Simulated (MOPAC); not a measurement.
# InSiH4O (SMILES [SiH3][O][InH]): PM6-D3H4

We compute a structure relaxation of InSiH4O. 

The calculation is run with MOPAC 23.2.5.

14 further runs of the same task are left out: 14 set aside as unsound or not needed.

## (1) The molecule

InSiH4O has 7 atoms, charge 0, and is taken as a doublet. SMILES: `[SiH3][O][InH]`. All atoms were displaced at random from a relaxed shape. The run starts from this shape.

Bond lengths: Si1–O2 1.607 Å, O2–In3 2.021 Å, Si1–H4 1.483 Å, Si1–H5 1.502 Å, Si1–H6 1.481 Å, In3–H7 1.787 Å. Angles: Si1–O2–In3 142.0°, O2–Si1–H4 110.3°, O2–Si1–H5 111.9°, O2–Si1–H6 110.5°, O2–In3–H7 112.1°, H4–Si1–H5 107.0°, H4–Si1–H6 108.8°, H5–Si1–H6 108.2°.

## (2) A structure relaxation at PM6-D3H4

Contents of mol.mop:

```
PM6-D3H4 UHF GRADIENTS CHARGE=0 CYCLES=300 DOUBLET PRECISE DISP GNORM=0.05 AUX(PRECISION=9) THREADS=1
optimise of H4InOSi

Si    -0.967016 +1     0.596114 +1    -0.257234 +1
O      0.196332 +1    -0.333511 +1     0.347672 +1
In     2.100200 +1    -0.922530 +1     0.012825 +1
H     -2.169324 +1    -0.217047 +1    -0.559680 +1
H     -0.548560 +1     1.255380 +1    -1.540771 +1
H     -1.339262 +1     1.656028 +1     0.707845 +1
H      2.681300 +1    -2.062717 +1     1.259532 +1
```

Started as:

```bash
$ mopac mol.mop
```

**Question.** What will come out? Wanted: total energy at the end; dipole moment; HOMO energy; LUMO energy; dispersion energy; heat of formation; ⟨S²⟩.

**Answer.** As computed:

At PM6-D3H4:

| quantity | value |
| --- | --- |
| total energy at the end | -17.41141 Eh |
| dipole moment | 5.16 D |
| HOMO energy (over α and β) | -10.30 eV |
| LUMO energy (over α and β) | 0.19 eV |
| dispersion energy | -1.46 kJ/mol |
| heat of formation | -41.6 kcal/mol |
| ⟨S²⟩ | 0.852 |

What this shows: At the final geometry: Bond lengths: Si1–O2 1.568 Å, O2–In3 2.061 Å, Si1–H4 1.463 Å, Si1–H5 1.463 Å, Si1–H6 1.463 Å, In3–H7 1.862 Å. Angles: Si1–O2–In3 179.6°, O2–Si1–H4 108.9°, O2–Si1–H5 109.2°, O2–Si1–H6 108.9°, O2–In3–H7 111.8°, H4–Si1–H5 109.9°, H4–Si1–H6 109.9°, H5–Si1–H6 109.9°. ⟨S²⟩ is 0.85 where a pure doublet has 0.75: the reference is spin-contaminated. The optimisation took 30 steps and changed the energy by -0.270 eV.
